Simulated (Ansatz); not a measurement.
**HfTaNO3 (Pmm2): scan of one input key**

A script is to give a scan of one input key; the system is HfTaNO3 (Pmm2).

All numbers are computed with Ansatz 0.2.0, driven from Python. Level of theory: DFT PBEsol, plane waves, PAW.

### Step 1. The structure

Symmetry: Pmm2, No. 25, orthorhombic system. Conventional cell: a = 3.523 Å, b = 3.590 Å, c = 5.294 Å, α = 90.00°, β = 90.00°, γ = 90.00°. Around Hf (site symmetry mm2) lie 4 O at 2.03 to 2.06 Å. Ta (site symmetry mm2) has 2 N at 2.00 Å and 2 O at 2.02 Å as nearest neighbours. N (site symmetry mm2) has 2 Ta at 2.00 Å as nearest neighbours. Around O (site symmetry mm2) lie 2 Ta at 2.02 Å. O (site symmetry mm2) has 2 Hf at 2.06 Å as nearest neighbours. O (site symmetry mm2) has 2 Hf at 2.03 Å as nearest neighbours.

The script holds or builds the structure itself.

### Step 2. Script

Input file run_edit.py:

```python
import ansatz as az

crystal = (
    az.Lattice.orthorhombic(3.523455, 3.589589, 5.294251)
    .space_group(25, hermann_mauguin="Pmm2")
    .atom("Hf", (0.0, 0.0, 0.238067))
    .atom("Ta", (0.5, 0.5, 0.760672))
    .atom("N", (0.5, 0.0, 0.929078))
    .atom("O", (0.0, 0.5, 0.57461))
    .atom("O", (0.5, 0.0, 0.438362))
    .atom("O", (0.0, 0.5, 0.059211))
)

model = (
    crystal.calculation()
    .functional("pbesol")
    .basis(31 * az.Ry)
    .kpoints(6, 6, 4)
    .occupations(az.OccupationsMethod.COLD, width=50 * az.meV)
    .band_table()
)
typed = model.input()
rows = []
for value in [2, 6, 12]:
    edited = typed.set(az.key.scf.n_extra_bands, value)
    data = az.Session.from_dict(edited).plan().execute().report
    rows.append((value, data["free_energy_ev"], data["n_iterations"], len(data["eigenvalues_ev"][0]) if "eigenvalues_ev" in data else 0))
print("   extra bands            F eV      iterations    bands listed")
for row in rows:
    print(f"{str(row[0]):>14s}  {row[1]:14.5f}  {row[2]:14d}  {row[3]:14d}")
```

### Step 3. The input behind the calls

The engine receives this input (first run):

```yaml
crystal:
  lattice:
    bravais: orthorhombic
    a: 3.523455
    b: 3.589589
    c: 5.294251
  space_group: 25
  setting:
    hermann_mauguin: Pmm2
  atoms:
    - { symbol: Hf, position: [0.0, 0.0, 0.238067] }
    - { symbol: Ta, position: [0.5, 0.5, 0.760672] }
    - { symbol: "N", position: [0.5, 0.0, 0.929078] }
    - { symbol: O, position: [0.0, 0.5, 0.57461] }
    - { symbol: O, position: [0.5, 0.0, 0.438362] }
    - { symbol: O, position: [0.0, 0.5, 0.059211] }
basis:
  ecutwfc: 421.77648681281397
kpoints:
  mp_grid:
    grid: [6, 6, 4]
hamiltonian:
  xc: pbesol
scf:
  occupations:
    method: cold
    width: 0.05
  n_extra_bands: 2
output:
  eigenvalues: true
```

### Step 4. Running it

Started as:

```
> python run_edit.py
```

Q: Predict the main results. Wanted: last run but one, from the last.

The runs gave:

| quantity | value |
| --- | --- |
| runs compared | 3 |
| last run but one, from the last | +0.00 meV/atom |
| within 5 meV/atom of the last run from | 2 |

From scf.n_extra_bands 2 on, the energy stays within 1 meV/atom of the last run. No spin polarisation was allowed. Spin-orbit coupling, which matters for elements this heavy, is left out. The structure comes from a database of computed cells and needn't be a stable or known phase.
